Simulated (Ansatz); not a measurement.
# Alloy of GaAs and GaP (28 of 32 As sites exchanged), 64 atoms

How does this alloy cell relax, and what gap do PBEsol, HSE06 and r²SCAN give?

Program: Ansatz 0.2.0, PAW, plane waves. These are calculated values, not measurements.

### 1 The starting cell

64 atoms (32 Ga, 28 P, 4 As); a = 10.930 Å, b = 10.930 Å, c = 10.930 Å, α = 90.00°, β = 90.00°, γ = 90.00°. All atoms were shaken off their sites by about 0.02 Å along each axis.

Plan of the steps: (2) PBEsol cell relaxation at the single k point (½, ½, ½), on 1 × NVIDIA GB300 with 8 threads of Arm Neoverse-V2; (3) HSE06 single point at the Γ point alone, on 1 × NVIDIA GB300 with 8 threads of Arm Neoverse-V2; (4) r²SCAN single point at the Γ point alone, on 1 × NVIDIA GB300 with 8 threads of Arm Neoverse-V2.

### 2 Relaxing cell and atoms with PBEsol

File in.yaml:

```yaml
crystal:
  lattice:
    - [10.930139, 0.000000, 0.000000]
    - [0.000000, 10.930139, 0.000000]
    - [0.000000, 0.000000, 10.930139]
  atoms:
    - { symbol: Ga, position: [0.995672, 0.997136, 0.003274] }
    - { symbol: Ga, position: [0.002052, 0.998540, 0.497785] }
    - { symbol: Ga, position: [0.001297, 0.497160, 0.999048] }
    - { symbol: Ga, position: [0.001868, 0.501798, 0.502114] }
    - { symbol: Ga, position: [0.499553, 0.997566, 0.001049] }
    - { symbol: Ga, position: [0.498283, 0.999123, 0.496622] }
    - { symbol: Ga, position: [0.500504, 0.500902, 0.001054] }
    - { symbol: Ga, position: [0.497662, 0.502695, 0.497370] }
    - { symbol: Ga, position: [0.247271, 0.247718, 0.998323] }
    - { symbol: Ga, position: [0.249223, 0.252057, 0.499936] }
    - { symbol: Ga, position: [0.250246, 0.750495, 0.000808] }
    - { symbol: Ga, position: [0.251972, 0.751430, 0.499752] }
    - { symbol: Ga, position: [0.749729, 0.250560, 0.001344] }
    - { symbol: Ga, position: [0.749192, 0.249716, 0.498301] }
    - { symbol: Ga, position: [0.749327, 0.749672, 0.000569] }
    - { symbol: Ga, position: [0.751293, 0.750764, 0.502517] }
    - { symbol: Ga, position: [0.249403, 0.997654, 0.248301] }
    - { symbol: Ga, position: [0.248837, 0.000210, 0.750880] }
    - { symbol: Ga, position: [0.247879, 0.495656, 0.250302] }
    - { symbol: Ga, position: [0.249645, 0.499419, 0.746538] }
    - { symbol: Ga, position: [0.747729, 0.001648, 0.249718] }
    - { symbol: Ga, position: [0.751197, 0.000766, 0.751818] }
    - { symbol: Ga, position: [0.749252, 0.501124, 0.251529] }
    - { symbol: Ga, position: [0.750854, 0.499613, 0.749869] }
    - { symbol: Ga, position: [0.000168, 0.250433, 0.250556] }
    - { symbol: Ga, position: [0.998378, 0.249437, 0.750673] }
    - { symbol: Ga, position: [0.998660, 0.750234, 0.248528] }
    - { symbol: Ga, position: [0.001881, 0.750613, 0.747426] }
    - { symbol: Ga, position: [0.495505, 0.249172, 0.248464] }
    - { symbol: Ga, position: [0.502307, 0.248906, 0.749876] }
    - { symbol: Ga, position: [0.499129, 0.748745, 0.250198] }
    - { symbol: Ga, position: [0.500386, 0.749295, 0.750352] }
    - { symbol: P, position: [0.123354, 0.122294, 0.126603] }
    - { symbol: P, position: [0.126654, 0.123477, 0.624258] }
    - { symbol: P, position: [0.123939, 0.625804, 0.123813] }
    - { symbol: P, position: [0.124069, 0.625664, 0.626376] }
    - { symbol: P, position: [0.622439, 0.123020, 0.128003] }
    - { symbol: P, position: [0.624453, 0.122776, 0.623392] }
    - { symbol: P, position: [0.624547, 0.620747, 0.124621] }
    - { symbol: P, position: [0.626678, 0.622520, 0.624387] }
    - { symbol: P, position: [0.375727, 0.374565, 0.125644] }
    - { symbol: P, position: [0.373759, 0.874977, 0.126312] }
    - { symbol: P, position: [0.375289, 0.873830, 0.623116] }
    - { symbol: P, position: [0.874215, 0.375736, 0.123910] }
    - { symbol: P, position: [0.875068, 0.373935, 0.625815] }
    - { symbol: P, position: [0.876881, 0.872453, 0.123847] }
    - { symbol: P, position: [0.873082, 0.872443, 0.622115] }
    - { symbol: P, position: [0.374729, 0.625216, 0.375713] }
    - { symbol: P, position: [0.375218, 0.626152, 0.877543] }
    - { symbol: P, position: [0.876901, 0.124721, 0.376948] }
    - { symbol: P, position: [0.875641, 0.121427, 0.874857] }
    - { symbol: P, position: [0.875847, 0.624495, 0.373055] }
    - { symbol: P, position: [0.877404, 0.627161, 0.874377] }
    - { symbol: P, position: [0.125985, 0.371444, 0.370946] }
    - { symbol: P, position: [0.126457, 0.376074, 0.876422] }
    - { symbol: P, position: [0.124263, 0.873669, 0.373158] }
    - { symbol: P, position: [0.126426, 0.874479, 0.876407] }
    - { symbol: P, position: [0.623079, 0.373021, 0.373609] }
    - { symbol: P, position: [0.624148, 0.377183, 0.874421] }
    - { symbol: P, position: [0.627306, 0.872706, 0.374957] }
    - { symbol: As, position: [0.376104, 0.375669, 0.627362] }
    - { symbol: As, position: [0.379667, 0.125089, 0.373880] }
    - { symbol: As, position: [0.377016, 0.125326, 0.874638] }
    - { symbol: As, position: [0.625955, 0.875219, 0.874546] }
kpoints:
  mp_grid: { grid: [1, 1, 1], shift: [0.5, 0.5, 0.5] }
hamiltonian:
  xc: pbesol
scf:
  occupations: { method: fermi_dirac, width: 0.01 }
relax:
  f_tol: 0.03
  max_steps: 80
  escape_saddle: false
  adjacent_minimum: "off"
  cell: { fix: [shape] }
output:
  forces: true
  eigenvalues: true
  populations: true
```

After this run come: HSE06 on the final geometry; r²SCAN single point.

What does the calculation give? Wanted: for each run, top filled to lowest empty.

**Answer**, as computed:

```
             level         time   k points  top filled to lowest empty (eV)
PBEsol, relaxation    6 s (GPU)  (½, ½, ½)                             2.43
             HSE06   33 s (GPU)          Γ                             2.20
            r²SCAN  5.2 s (GPU)          Γ                             1.79
```

```
     quantity                                                                         value
   relaxation                                              4 recorded steps, 0.69 eV gained
largest shift                                                                 0.10 Å (Ga29)
 relaxed cell  a = 10.946 Å, b = 10.946 Å, c = 10.946 Å, α = 90.00°, β = 90.00°, γ = 90.00°
   mean bonds                                                     As–Ga 2.426, Ga–P 2.362 Å
```

**Reading.** The relaxation lowers the energy by 0.69 eV; the largest shift is 0.10 Å (Ga29), while the volume changes by +0.4 %. The mean lengths of the listed bonds run from Ga–P 2.36 Å to As–Ga 2.43 Å. At the same k points, r²SCAN gives a spacing 0.41 eV smaller than the 2.20 eV of HSE06. The relaxation ran on other k points, so part of any difference from the later rows can come from the mesh. Exact exchange costs time: HSE06 ran about 6.3 times as long as r²SCAN on the same kind of device. No spin–orbit coupling is included; with elements this heavy it would shift the edges. With one k point the spacing samples only the states that fold onto it, so it can exceed the gap over the zone.
